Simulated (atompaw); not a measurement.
# In: generating and testing a PAW (atompaw) potential

Do these settings give a usable potential? It is generated, then checked for scattering, ghosts and hardness.

The numbers are computed with atompaw 4.2.0.5 (PBEsol, scalar-relativistic, spin-unpolarised reference atom).

## Step 1: The design

Typed settings, in words:

- element: indium (In, Z = 49)
- type: PAW
- frozen core: [Kr] 4d10
- valence charge: 3
- reference configuration: 5s2 5p1
- partial waves: 5s (bound): rc 2.55 bohr; 5s channel at 0.05 Ry: rc 1.75 bohr; 5p (bound): rc 2.55 bohr; 5p channel at 0.65 Ry: rc 2.55 bohr; 5d channel at 0.25 Ry: rc 2.55 bohr; 5d channel at 1.45 Ry: rc 2.25 bohr
- local potential: bessel scheme, radius 2.50 bohr
- core correction: smooth core density matched at 2.00 bohr
- augmentation charge: besselshape compensation charge, radius 2.50 bohr; PAW radius 2.55 bohr; waves and projectors: custom rrkj vanderbiltortho

The nodes and maxima of the atom's own shells, from an earlier all-electron run, set the scale for the radii.

All-electron outer shells of the reference configuration (PBEsol, scalar-relativistic, ld1.x):

| shell | level (eV) | outermost node (bohr) | outermost maximum (bohr) |
| --- | --- | --- | --- |
| 4p | -78.02 | 0.42 | 0.82 |
| 4d | -18.59 | 0.40 | 0.94 |
| 5s | -8.25 | 1.02 | 2.16 |
| 5p | -2.52 | 1.14 | 2.85 |

## Step 2: Generation

File In.input:

```
In 49
GGA-PBESOL scalarrelativistic loggrid 1500 logderivrange -3 5 201
5 5 4 0 0 0
5 1 1
0 0 0
c
c
c
c
v
c
c
c
v
c
c
2
2.55 2.50 2.50 2.00
y
0.05
n
y
0.65
n
y
0.25
y
1.45
n
custom rrkj vanderbiltortho besselshape
bessel
2.55
1.75
2.55
2.55
2.55
2.25
PWSCFOUT
UPFDX 0.0125d0 UPFXMIN -7.d0 UPFZMESH 49.d0
END
```

The run is started by

```bash
atompaw < In.input > In.log
```

What does the calculation give? Wanted: cutoffs for 10 and 1 mRy, occupied levels; bound ghosts; largest phase difference near zero energy, channels read; lowest eigenvalue of the overlap; share of valence orbitals outside the PAW sphere; UPF file.

As calculated:

| quantity | value |
| --- | --- |
| cutoffs for 10 and 1 mRy, occupied levels | 6 Ry or less and 6 Ry or less |
| bound ghosts | d at -10.96 eV |
| largest phase difference near zero energy, channels read | 1.755 rad |
| lowest eigenvalue of the overlap (Bessel basis) | 0.042 (s) |
| share of valence orbitals outside the PAW sphere | 5s 46 %, 5p 76 % |
| UPF file | written |

What this shows: A bound ghost (d) makes it unfit for use: electrons can fall into a state that the atom doesn't have. The potential is soft on the atom at that tolerance: the looser tolerance needs 6 Ry or less. Of the channels read, d scatters worst near zero energy, by up to 1.76 rad. These are tests on the free atom; a crystal test is still owed.
